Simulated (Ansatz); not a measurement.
# BGeHF (quartet): the correlation ladder at a displaced geometry (v1), cc-pVDZ

Aim: climb from Hartree-Fock through coupled cluster for BGeHF (quartet) at one geometry and basis, and see what each rung misses.

Program: Ansatz 0.2.0, Gaussian basis. Level of theory: cc-pVDZ, core rule «outside noble gas», up to 16 orbitals frozen. These are calculated values, not measurements.

The runs, in order: UHF; CCSD(T) on ROHF; CCSD(T) on UHF; BCCD(T) on ROHF; CISD as a restricted active space (open shells left free, so some higher excitations enter); CCSDT(Q) on ROHF; CCSDT(Q) on UHF.

19 further runs of the same task are left out: 7 that didn't finish, 12 set aside as unsound or not needed. Runs told in other sessions of the task aren't counted.

## (1) What is computed

The geometry is a PBE0/def2-TZVP stationary point (not a proven minimum) with its atoms shifted at random (size 0.040 Å). No spin-orbit coupling is included. The filled d shell of Ge may be among the frozen orbitals whatever the setting's name suggests.

4 atoms, charge 0, spin multiplicity 4.

Atoms are counted from 1 here; the program's logs count them from 0.

Bond lengths: F1–B2 1.311 Å, B2–Ge3 2.065 Å, Ge3–H4 1.484 Å. Angles: F1–B2–Ge3 121.3°, B2–Ge3–H4 127.7°.

Geometry (Å):

```
F    -0.0325   -0.2184    2.2246
B    -0.0333    0.6211    1.2179
Ge    0.0147   -0.0459   -0.7357
H    -0.0881    0.7657   -1.9733
```

## (2) UHF

in.yaml

```yaml
crystal:
  periodic: [false, false, false]
  atoms:
    - {symbol: F, position_ang: [-0.032463, -0.218401, 2.224583]}
    - {symbol: B, position_ang: [-0.033296, 0.621093, 1.217917]}
    - {symbol: Ge, position_ang: [0.014668, -0.045941, -0.735703]}
    - {symbol: H, position_ang: [-0.088109, 0.765739, -1.973308]}
basis:
  gaussian: {orbitals: cc-pVDZ}
magnetization: {spin_polarized: true, initial_magnetization: 3}
hamiltonian: {xc: hf}
output: {orbitals: {seedname: orbitals}}
```

On the command line:

```console
> ansatz run in.yaml --threads 1 --pin off --events-out ev --progress --plain --max-ram 2393MiB
```

Further steps of the session: CCSD(T) on ROHF; CCSD(T) on UHF; BCCD(T) on ROHF; CISD as a restricted active space (open shells left free, so some higher excitations enter); CCSDT(Q) on ROHF; CCSDT(Q) on UHF.

**Question.** What will the summary of the whole plan be? Wanted: UCCSDT(Q) from the RHF energy; RMP2 from UCCSDT(Q); UMP2 from UCCSDT(Q); RCCSD from UCCSDT(Q); RCCSD(T) from UCCSDT(Q); UCCSD(T) from UCCSDT(Q); RCCSDT(Q) from UCCSDT(Q); T1 diagnostic.

The runs gave:

| quantity | value |
| --- | --- |
| UCCSDT(Q) from the ROHF energy | -9.2710 eV |
| RMP2 from UCCSDT(Q) | +970.5 meV |
| UMP2 from UCCSDT(Q) | +955.3 meV |
| RCCSD from UCCSDT(Q) | +282.6 meV |
| RCCSD(T) from UCCSDT(Q) | +61.2 meV |
| UCCSD(T) from UCCSDT(Q) | +49.5 meV |
| RCCSDT(Q) from UCCSDT(Q) | +15.0 meV |
| levels within 1 kcal/mol (43 meV) | RCCSDT, UCCSDT, RCCSDT(Q) |
| T1 diagnostic | 0.023 |

RCCSD(T) lands +61.2 meV from the yardstick (0.7 % of the correlation energy). These misses are within one basis, not against nature; the frozen cores of restricted and unrestricted runs differ, which can shift their rows.
